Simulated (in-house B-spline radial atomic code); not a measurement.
# Cd³⁺: ionisation energy by several methods

How far do functionals differ on the ionisation energy of Cd³⁺? Each run solves Cd³⁺ and then the next ion ([Kr] 4d8).

Method: Dirac-Coulomb, several functionals; spherical all-electron atom at the radial basis limit. Code: in-house B-spline radial atomic code version 1.

## (1) Starting point

| Item | Value |
| --- | --- |
| element | cadmium (Z = 48) |
| charge | +3 |
| electrons | 45 |
| configuration | [Kr] 4d9 |
| nucleus | Fermi, rms radius 4.609 fm |

Outer shells as boxes (Hund's rule):

[Kr] 4d9
```
[Kr] core
4d [↑↓][↑↓][↑↓][↑↓][↑ ]
```

The boxes only draw the filling; these runs are spin-restricted and spherical.

## (2) PW91, a GGA

The run's settings:

```ini
Z = 48
electrons = 45.0
configuration = [Kr] 4d9
hamiltonian = dirac
method = pw91,pw91
spin_polarised = False
nucleus = fermi
rms_radius = 4.6087
mass_number = 114
atomic_mass = 113.903364998
speed_of_light = 137.035999084
```

## (3) relativistic LDA

Settings: those of step 2 with these lines changed.

```diff
@@ -4,3 +4,3 @@
 hamiltonian = dirac
-method = pw91,pw91
+method = lda_x_rel,vwn
 spin_polarised = False
```

## (4) OLYP, a GGA

Settings: those of step 3 with these lines changed.

```diff
@@ -4,3 +4,3 @@
 hamiltonian = dirac
-method = lda_x_rel,vwn
+method = optx,lyp
 spin_polarised = False
```

## (5) LDA (PW92)

Settings: those of step 4 with these lines changed.

```diff
@@ -4,3 +4,3 @@
 hamiltonian = dirac
-method = optx,lyp
+method = lda,pw
 spin_polarised = False
```

## (6) BP86, a GGA

Settings: those of step 5 with these lines changed.

```diff
@@ -4,3 +4,3 @@
 hamiltonian = dirac
-method = lda,pw
+method = b88,p86
 spin_polarised = False
```

## (7) BLYP, a GGA

Settings: those of step 6 with these lines changed.

```diff
@@ -4,3 +4,3 @@
 hamiltonian = dirac
-method = b88,p86
+method = b88,lyp
 spin_polarised = False
```

Q: The tabulated ionisation energy is 51 ± 1.7 eV (tabulated theoretical; NIST Atomic Spectra Database). What does each method give, and which comes nearest?

As calculated:

| method | rung | total energy (hartree) | ΔSCF (eV) | −ε highest (eV) | ΔSCF less tabulated (eV) |
| --- | --- | --- | --- | --- | --- |
| relativistic LDA | LDA | -5581.1217 | 54.302 | 45.759 (4d5/2) | +3.302 |
| LDA (PW92) | LDA | -5588.4609 | 54.280 | 45.738 (4d5/2) | +3.280 |
| PW91 | GGA | -5594.3898 | 54.144 | 45.589 (4d5/2) | +3.144 |
| OLYP | GGA | -5595.7942 | 54.265 | 45.666 (4d5/2) | +3.265 |
| BP86 | GGA | -5594.5866 | 54.128 | 45.580 (4d5/2) | +3.128 |
| BLYP | GGA | -5594.1373 | 53.914 | 45.374 (4d5/2) | +2.914 |

**Reading.** Tables give 51 ± 1.7 eV (tabulated theoretical; NIST Atomic Spectra Database) for the ionisation energy. BLYP misses by +2.914 eV, the least, and relativistic LDA by +3.302 eV (6.5 %), the most. All methods miss on the same side by much the same amount, which points to something that they share. Open shells are averaged (over orientations, and over spins where the run is restricted), while tables refer to the lowest levels. For the semilocal functionals minus the highest level recovers only 84 % of their own ΔSCF value, a mark of self-interaction.
